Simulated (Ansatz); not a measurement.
# Rb3Pt (Pm-3m) in Ansatz: equation of state

How stiff is Rb3Pt in PBE, and what volume does it want? The cell is scaled to several volumes.

All numbers are computed with Ansatz 0.2.0; they aren't measurements. Logs are shortened: lines on timing, memory, paths and dates and some standing lists are left out, and cuts for length are marked.

### 1 The crystal as given

Symmetry: Pm-3m, No. 221, cubic system. The conventional cell has a = 5.499 Å, b = 5.499 Å, c = 5.499 Å, α = 90.00°, β = 90.00°, γ = 90.00°. Pt (site symmetry m-3m) is surrounded by 12 Rb at 3.89 Å. Rb (site symmetry 4/mmm) has 4 Pt at 3.89 Å and 8 Rb at 3.89 Å as nearest neighbours.

The cell comes from a database or a generator and needn't be the stable form of this composition.

### 2 Single point, PBE, 39.07 Å³/atom (volume scaled by 0.94)

input.yaml reads:

```yaml
crystal:
  lattice:
    - [5.3865382987, 0.0, 0.0]
    - [0.0, 5.3865382987, 0.0]
    - [0.0, 0.0, 5.3865382987]
  atoms:
    - { symbol: Pt, position: [0.5, 0.5, 0.5] }
    - { symbol: Rb, position: [0.5, 0.0, 0.0] }
    - { symbol: Rb, position: [0.0, 0.5, 0.0] }
    - { symbol: Rb, position: [0.0, 0.0, 0.5] }
hamiltonian:
  xc: pbe
  pseudopotentials: { kind: paw }
kpoints:
  mp_grid: { grid: [5, 5, 5] }
scf:
  occupations: { method: fermi_dirac, width: 0.05 }
output:
  forces: true
  stress: true
  eigenvalues: true
```

Potentials or basis: Ansatz PAW.

Run with:

```console
$ ansatz run input.yaml --threads 2 --pin off --max-ram 5120MiB --backend cpu --events-out ev --progress --plain --runs-dir out
```

Standard output:

```text
Warning: RAYON_NUM_THREADS=2 ignored (pool sized by the plan → 2); use --threads N
Engine: ansatz 0.2.0, x86_64-unknown-linux-gnu
Pseudopotentials: kind: paw
Pseudopotential: Pt, paw, valence charge 18, recommended cutoff 420 eV (normal), Pt.paw.azcp
Pseudopotential: Rb, paw, valence charge 9, recommended cutoff 420 eV (normal), Rb.paw.azcp
Functional definition: PBE
  parameter kappa = 0.804
  parameter beta = 0.06672455060314922
  exchange = pbe_x(kappa = kappa, mu = beta*pi^2/3)
  correlation = pbe_c(beta = beta)
Crystal: 4 atoms, lattice volume = 156.289 Å³
Basis set: ecut = 420 eV, 3071 PW (Γ), exchange–correlation on 80×80×80 points (8 copies of the dense FFT grid, shifted against one another)
Bands: 27, of which v1, the nominal top of the filled ones, is band 23 counted from 1 (22 counted from 0)
Symmetry: 48 space group operations
Space group: Pm-3m (ITA 221), of the structure as read, at distance tolerance 5.4e-5 Å
k-points: 10 of 125
Non-local potential: Pt, projectors of the file, l = 0: 3, l = 1: 2, l = 2: 2, l = 3: 1
Non-local potential: Rb, projectors of the file, l = 0: 3, l = 1: 2, l = 2: 2
PAW form: soft (Blöchl's): semilocal exchange-correlation on the pseudo side does not see the compensation charge
PAW one-centre angular grid: Pt, 590 points (default); XC on 64 Gauss nodes
PAW one-centre angular grid: Rb, 110 points (default); XC on 64 Gauss nodes
Initial density: superposition of atomic densities (neutral atoms: chi_scale 0, normalization atom), corrected by the library's trained network
Initial wavefunctions: pseudopotential atomic-orbital guess
Functional: x = pbe(κ = 0.804, μ = 0.2195149727645171), c = pbe(β = 0.06672455060314922)
SCF iter   1: F=—  HF=-22324.117456 eV  |F-HF|=—  |Δ(HF+E_count)|=         —  Δρ=1.69e-3  dr2=4.41e-3  ethr=1.77e-3  ⟨swp⟩=6.3  Hψ=1222  notcnv=0
preconditioner: auto → Kerker (q_TF=auto, 2.217 Å⁻¹)  [metal: Δε(μ)=0.058 eV  Ē_g=9.663 eV  σ=0.050 eV  W_gap=0.28  n_scr=26 (ndim 8)  ℏωp=16.5 eV  f_vac=0.000  D(μ)=2.73/eV (n_scr^D=18)]
SCF iter   2: F=—  HF=-22324.119185 eV  |F-HF|=—  |Δ(HF+E_count)|=   1.73e-3  Δρ=8.43e-4  dr2=1.01e-3  ethr=9.80e-6  ⟨swp⟩=3.0  Hψ=589  notcnv=0
SCF iter   3: F=—  HF=-22324.119430 eV  |F-HF|=—  |Δ(HF+E_count)|=   2.45e-4  Δρ=3.85e-4  dr2=3.19e-4  ethr=2.25e-6  ⟨swp⟩=2.3  Hψ=403  notcnv=0
SCF iter   4: F=—  HF=-22324.119611 eV  |F-HF|=—  |Δ(HF+E_count)|=   1.81e-4  Δρ=1.25e-4  dr2=4.21e-5  ethr=7.08e-7  ⟨swp⟩=2.3  Hψ=439  notcnv=0
SCF iter   5: F=—  HF=-22324.119611 eV  |F-HF|=—  |Δ(HF+E_count)|=   1.28e-8  Δρ=4.43e-5  dr2=6.34e-6  ethr=9.35e-8  ⟨swp⟩=2.0  Hψ=337  notcnv=0
SCF iter   6: F=—  HF=-22324.119611 eV  |F-HF|=—  |Δ(HF+E_count)|=   8.74e-8  Δρ=1.19e-5  dr2=6.09e-7  ethr=1.41e-8  ⟨swp⟩=2.0  Hψ=330  notcnv=0
SCF iter   7: F=-22324.119612 eV  HF=-22324.119612 eV  |F-HF|=1.50e-9  |Δ(HF+E_count)|=   6.71e-8  Δρ=3.57e-6  dr2=5.14e-8  ethr=2.22e-10  ⟨swp⟩=3.5  Hψ=1141  notcnv=0
SCF 1 converged in 7 iterations: F = -22324.119612 eV  dr2 = 5.14e-8
SCF converged after 7 iterations
Free energy (F): -22324.119612 eV
Harris-Foulkes:  -22324.119612 eV  (|F-HF|=1.50e-9)
Internal energy: -22324.098625 eV  (E = F + TS)
E sigma→0 (E₀):  -22324.109118 eV
Entropy (-TS):   -0.020986 eV (-5.247 meV/atom)
Fermi energy:    6.689918 eV
--- Per-component energies (eV) ---
  E_band       = -606.824917
  E_kinetic    = 1218.798588
  E_local      = -4601.810280  (includes V_loc(G=0)·N_el)
  E_nonlocal   = 722.582786
  E_hartree    = 1584.301197
  E_xc         = -652.866096
  E_vxc        = -712.407611  (∫ρ·V_xc dr)
  E_paw        = -17309.576434  (= ΣΔE_a)
  E_vpaw       = -402.598670  (= ΣTr[D̂ρ^β])
  E_aug_tail   = 0.000197  (compensation charges beyond the density's cutoff)
  E_ewald      = -3285.528583
  E_smearing   = -0.020986  (= −TS)
  E_closure    = -0.000000  (closes the sum)
  Σ components = -22324.119612   (vs F -22324.119612, Δ=0.00e0)
--- Forces (eV/Å), atoms counted from 1 ---
  atom   1  Pt     0.00000000     0.00000000    -0.00000000
  atom   2  Rb    -0.00000000    -0.00000000     0.00000000
  atom   3  Rb    -0.00000000     0.00000000    -0.00000000
  atom   4  Rb    -0.00000000    -0.00000000    -0.00000000
  max |Σ_I F_I| component: 6.48e-29 eV/Å
--- Stress (GPa, compression-positive) ---
        0.522604       0.000000      -0.000000
        0.000000       0.522604       0.000000
        0.000000       0.000000       0.522604
  P = ⅓ Tr σ = 0.5226 GPa (5.226 kbar)
--- Band table (eV; the first three rows and the last of 10) ---
  k-point 0: bands = ["-89.5832", "-43.8424", "-43.8424", "-43.8424", "-21.7971", "-21.6558", "-21.6558", "-6.2747", "-6.2747", "-6.2747", "-5.6872", "-5.6872", "-5.6872", "-5.5173", "-5.5173", "-5.5173", "3.4144", "5.2748", "5.2748", "5.4784", "5.4784", "5.4784", "6.1841", "9.5424", "9.5424", "9.6552", "9.6552"]
  k-point 1: bands = ["-89.5832", "-43.8424", "-43.8424", "-43.8424", "-21.7853", "-21.6676", "-21.6556", "-6.2382", "-6.2382", "-6.2210", "-5.7060", "-5.7060", "-5.6972", "-5.6085", "-5.5422", "-5.5422", "3.6860", "5.3406", "5.3552", "5.4941", "5.5269", "5.5269", "6.3698", "8.4367", "9.3500", "9.3500", "9.6706"]
  k-point 2: bands = ["-89.5832", "-43.8424", "-43.8424", "-43.8424", "-21.7577", "-21.6952", "-21.6553", "-6.1646", "-6.1646", "-6.0710", "-5.8177", "-5.7595", "-5.7595", "-5.7133", "-5.5738", "-5.5738", "4.2868", "5.4460", "5.5200", "5.5700", "5.6112", "5.6112", "6.2673", "7.7033", "8.9903", "8.9903", "9.6986"]
  k-point 9: bands = ["-89.5832", "-43.8424", "-43.8424", "-43.8424", "-21.7108", "-21.6973", "-21.6973", "-6.6054", "-6.0990", "-6.0876", "-6.0876", "-5.6647", "-5.6647", "-5.4720", "-5.4720", "-5.4650", "4.6383", "5.3866", "5.3914", "5.3914", "5.6885", "5.6885", "7.7070", "8.3771", "8.3771", "8.8823", "9.1063"]
```

Wall time 3.4 s (2 threads of Intel Xeon at 2.50GHz (Skylake/Cascade Lake), shared host); peak memory 0.41 GiB.

Results:

```
Free energy            : -22324.1196 eV
Pressure               : 0.5 GPa
Band gap on the k mesh : none (metal or under the smearing width)
```

### 3 Single point, PBE, 39.90 Å³/atom (volume scaled by 0.96)

input.yaml: that of step 2 with these lines changed.

```diff
@@ -2,5 +2,5 @@
   lattice:
-    - [5.3865382987, 0.0, 0.0]
-    - [0.0, 5.3865382987, 0.0]
-    - [0.0, 0.0, 5.3865382987]
+    - [5.4244729169, 0.0, 0.0]
+    - [0.0, 5.4244729169, 0.0]
+    - [0.0, 0.0, 5.4244729169]
   atoms:
```

Potentials or basis: Ansatz PAW.

Run with:

```console
$ ansatz run input.yaml --threads 2 --pin off --max-ram 5120MiB --backend cpu --events-out ev --progress --plain --runs-dir out
```

It took 3.3 s on 2 threads of Intel Xeon at 2.50GHz (Skylake/Cascade Lake), shared host; peak memory 0.42 GiB.

Results (log left out):

- Free energy: -22324.1279 eV
- Pressure: 0.3 GPa
- Band gap on the k mesh: none (metal or under the smearing width)

### 4 Single point, PBE, 40.73 Å³/atom (volume scaled by 0.98)

input.yaml: that of step 3 with these lines changed.

```diff
@@ -2,5 +2,5 @@
   lattice:
-    - [5.4244729169, 0.0, 0.0]
-    - [0.0, 5.4244729169, 0.0]
-    - [0.0, 0.0, 5.4244729169]
+    - [5.4618842571, 0.0, 0.0]
+    - [0.0, 5.4618842571, 0.0]
+    - [0.0, 0.0, 5.4618842571]
   atoms:
@@ -21 +21,5 @@
   eigenvalues: true
+  write_density: true
+  write_potential: true
+  elf: true
+  volumetric_format: npy
```

Run with:

```console
$ ansatz run input.yaml --threads 2 --pin off --max-ram 5120MiB --backend cpu --events-out ev --progress --plain --runs-dir out
```

Run time: 4.2 s. Hardware: 2 threads of Intel Xeon at 2.50GHz (Skylake/Cascade Lake), shared host; peak memory 0.42 GiB.

The run converged. Its results:

```
Free energy            : -22324.1315 eV
Pressure               : 0.1 GPa
Band gap on the k mesh : none (metal or under the smearing width)
```

### 5 Single point, PBE, 41.57 Å³/atom

input.yaml: that of step 4 with these lines changed.

```diff
@@ -2,5 +2,5 @@
   lattice:
-    - [5.4618842571, 0.0, 0.0]
-    - [0.0, 5.4618842571, 0.0]
-    - [0.0, 0.0, 5.4618842571]
+    - [5.49879, 0.0, 0.0]
+    - [0.0, 5.49879, 0.0]
+    - [0.0, 0.0, 5.49879]
   atoms:
@@ -21,5 +21 @@
   eigenvalues: true
-  write_density: true
-  write_potential: true
-  elf: true
-  volumetric_format: npy
```

Potentials or basis: Ansatz PAW.

Run with:

```console
$ ansatz run input.yaml --threads 2 --pin off --max-ram 5120MiB --backend cpu --events-out ev --progress --plain --runs-dir out
```

Standard output:

```text
Warning: RAYON_NUM_THREADS=2 ignored (pool sized by the plan → 2); use --threads N
Engine: ansatz 0.2.0, x86_64-unknown-linux-gnu
Pseudopotentials: kind: paw
Pseudopotential: Pt, paw, valence charge 18, recommended cutoff 420 eV (normal), Pt.paw.azcp
Pseudopotential: Rb, paw, valence charge 9, recommended cutoff 420 eV (normal), Rb.paw.azcp
Functional definition: PBE
  parameter kappa = 0.804
  parameter beta = 0.06672455060314922
  exchange = pbe_x(kappa = kappa, mu = beta*pi^2/3)
  correlation = pbe_c(beta = beta)
Crystal: 4 atoms, lattice volume = 166.265 Å³
Basis set: ecut = 420 eV, 3239 PW (Γ), exchange–correlation on 80×80×80 points (8 copies of the dense FFT grid, shifted against one another)
Bands: 27, of which v1, the nominal top of the filled ones, is band 23 counted from 1 (22 counted from 0)
Symmetry: 48 space group operations
Space group: Pm-3m (ITA 221), of the structure as read, at distance tolerance 5.5e-5 Å
k-points: 10 of 125
Non-local potential: Pt, projectors of the file, l = 0: 3, l = 1: 2, l = 2: 2, l = 3: 1
Non-local potential: Rb, projectors of the file, l = 0: 3, l = 1: 2, l = 2: 2
PAW form: soft (Blöchl's): semilocal exchange-correlation on the pseudo side does not see the compensation charge
PAW one-centre angular grid: Pt, 590 points (default); XC on 64 Gauss nodes
PAW one-centre angular grid: Rb, 110 points (default); XC on 64 Gauss nodes
[... 21 lines left out ...]
  E_band       = -630.275778
  E_kinetic    = 1217.547453
  E_local      = -4711.650241  (includes V_loc(G=0)·N_el)
  E_nonlocal   = 722.526481
  E_hartree    = 1627.603412
  E_xc         = -652.147644
  E_vxc        = -711.412676  (∫ρ·V_xc dr)
  E_paw        = -17309.529944  (= ΣΔE_a)
  E_vpaw       = -402.493151  (= ΣTr[D̂ρ^β])
  E_aug_tail   = 0.000191  (compensation charges beyond the density's cutoff)
  E_ewald      = -3218.458159
  E_smearing   = -0.022427  (= −TS)
  E_closure    = -0.000000  (closes the sum)
  Σ components = -22324.130879   (vs F -22324.130879, Δ=0.00e0)
--- Forces (eV/Å), atoms counted from 1 ---
  atom   1  Pt     0.00000000    -0.00000000    -0.00000000
  atom   2  Rb    -0.00000000     0.00000000    -0.00000000
  atom   3  Rb     0.00000000    -0.00000000    -0.00000000
  atom   4  Rb     0.00000000     0.00000000     0.00000000
  max |Σ_I F_I| component: 1.76e-29 eV/Å
--- Stress (GPa, compression-positive) ---
       -0.125618       0.000000       0.000000
        0.000000      -0.125618       0.000000
        0.000000       0.000000      -0.125618
  P = ⅓ Tr σ = -0.1256 GPa (-1.256 kbar)
--- Band table (eV; the first three rows and the last of 10) ---
  k-point 0: bands = ["-90.0493", "-44.3087", "-44.3087", "-44.3087", "-22.3566", "-22.2448", "-22.2448", "-6.7843", "-6.7843", "-6.7843", "-6.2756", "-6.2756", "-6.2756", "-6.1360", "-6.1360", "-6.1360", "2.9907", "4.8606", "4.8606", "5.0453", "5.0453", "5.0453", "5.6918", "8.9299", "8.9299", "9.0981", "9.0981"]
  k-point 1: bands = ["-90.0493", "-44.3087", "-44.3087", "-44.3087", "-22.3472", "-22.2541", "-22.2446", "-6.7532", "-6.7532", "-6.7378", "-6.2910", "-6.2910", "-6.2833", "-6.2116", "-6.1568", "-6.1568", "3.2436", "4.9172", "4.9308", "5.0590", "5.0846", "5.0846", "5.8398", "7.8472", "8.7621", "8.7621", "9.1196"]
  k-point 2: bands = ["-90.0493", "-44.3087", "-44.3087", "-44.3087", "-22.3254", "-22.2759", "-22.2444", "-6.6911", "-6.6911", "-6.6106", "-6.3852", "-6.3351", "-6.3351", "-6.2958", "-6.1830", "-6.1830", "3.8101", "5.0078", "5.0815", "5.1122", "5.1523", "5.1523", "5.6759", "7.2091", "8.4237", "8.4237", "9.1591"]
  k-point 9: bands = ["-90.0493", "-44.3087", "-44.3087", "-44.3087", "-22.2884", "-22.2776", "-22.2776", "-7.0725", "-6.6215", "-6.6123", "-6.6123", "-6.2710", "-6.2710", "-6.0926", "-6.0926", "-6.0866", "4.2014", "4.9448", "4.9514", "4.9514", "5.2304", "5.2304", "7.0874", "7.7418", "7.7418", "8.2220", "8.4681"]
```

Wall time 3.1 s (2 threads of Intel Xeon at 2.50GHz (Skylake/Cascade Lake), shared host); peak memory 0.42 GiB.

What came out:

```yaml
Free_energy: -22324.1309 eV
Pressure: -0.1 GPa
Band_gap_on_the_k_mesh: none (metal or under the smearing width)
```

### 6 Single point, PBE, 42.40 Å³/atom (volume scaled by 1.02)

input.yaml: that of step 5 with these lines changed.

```diff
@@ -2,5 +2,5 @@
   lattice:
-    - [5.49879, 0.0, 0.0]
-    - [0.0, 5.49879, 0.0]
-    - [0.0, 0.0, 5.49879]
+    - [5.5352068891, 0.0, 0.0]
+    - [0.0, 5.5352068891, 0.0]
+    - [0.0, 0.0, 5.5352068891]
   atoms:
```

Potentials or basis: Ansatz PAW.

Run with:

```console
$ ansatz run input.yaml --threads 2 --pin off --max-ram 5120MiB --backend cpu --events-out ev --progress --plain --runs-dir out
```

Run time: 3.1 s. Hardware: 2 threads of Intel Xeon at 2.50GHz (Skylake/Cascade Lake), shared host; peak memory 0.42 GiB.

It converged, with:

```
Free energy            : -22324.1264 eV
Pressure               : -0.3 GPa
Band gap on the k mesh : none (metal or under the smearing width)
```

### 7 Single point, PBE, 43.23 Å³/atom (volume scaled by 1.04)

input.yaml: that of step 6 with these lines changed.

```diff
@@ -2,5 +2,5 @@
   lattice:
-    - [5.5352068891, 0.0, 0.0]
-    - [0.0, 5.5352068891, 0.0]
-    - [0.0, 0.0, 5.5352068891]
+    - [5.5711507981, 0.0, 0.0]
+    - [0.0, 5.5711507981, 0.0]
+    - [0.0, 0.0, 5.5711507981]
   atoms:
```

Run with:

```console
$ ansatz run input.yaml --threads 2 --pin off --max-ram 5120MiB --backend cpu --events-out ev --progress --plain --runs-dir out
```

It took 3 s on 2 threads of Intel Xeon at 2.50GHz (Skylake/Cascade Lake), shared host; peak memory 0.43 GiB.

It converged, with:

```yaml
Free_energy: -22324.1186 eV
Pressure: -0.5 GPa
Band_gap_on_the_k_mesh: none (metal or under the smearing width)
```

### 8 Single point, PBE, 44.06 Å³/atom (volume scaled by 1.06)

input.yaml: that of step 7 with these lines changed.

```diff
@@ -2,5 +2,5 @@
   lattice:
-    - [5.5711507981, 0.0, 0.0]
-    - [0.0, 5.5711507981, 0.0]
-    - [0.0, 0.0, 5.5711507981]
+    - [5.6066367918, 0.0, 0.0]
+    - [0.0, 5.6066367918, 0.0]
+    - [0.0, 0.0, 5.6066367918]
   atoms:
```

Run with:

```console
$ ansatz run input.yaml --threads 2 --pin off --max-ram 5120MiB --backend cpu --events-out ev --progress --plain --runs-dir out
```

Run time: 3.2 s. Hardware: 2 threads of Intel Xeon at 2.50GHz (Skylake/Cascade Lake), shared host; peak memory 0.43 GiB.

It converged, with:

```yaml
Free_energy: -22324.1077 eV
Pressure: -0.6 GPa
Band_gap_on_the_k_mesh: none (metal or under the smearing width)
```

### 9 Equation of state, PBE

Potentials or basis: Ansatz PAW.

This step only gathers the single runs of the series.

Results:

```yaml
Equilibrium_volume: 41.02 Å³/atom
Bulk_modulus: 9.7 GPa
Pressure_derivative_of_the_bulk_modulus: 4.4
```

Energy against volume, from the lowest point:
| volume (Å³/atom) | energy (meV/atom) |
| --- | --- |
| 39.072 | 2.98 |
| 39.904 | 0.90 |
| 40.735 | 0.00 |
| 41.566 | 0.16 |
| 42.398 | 1.27 |
| 43.229 | 3.23 |
| 44.060 | 5.95 |
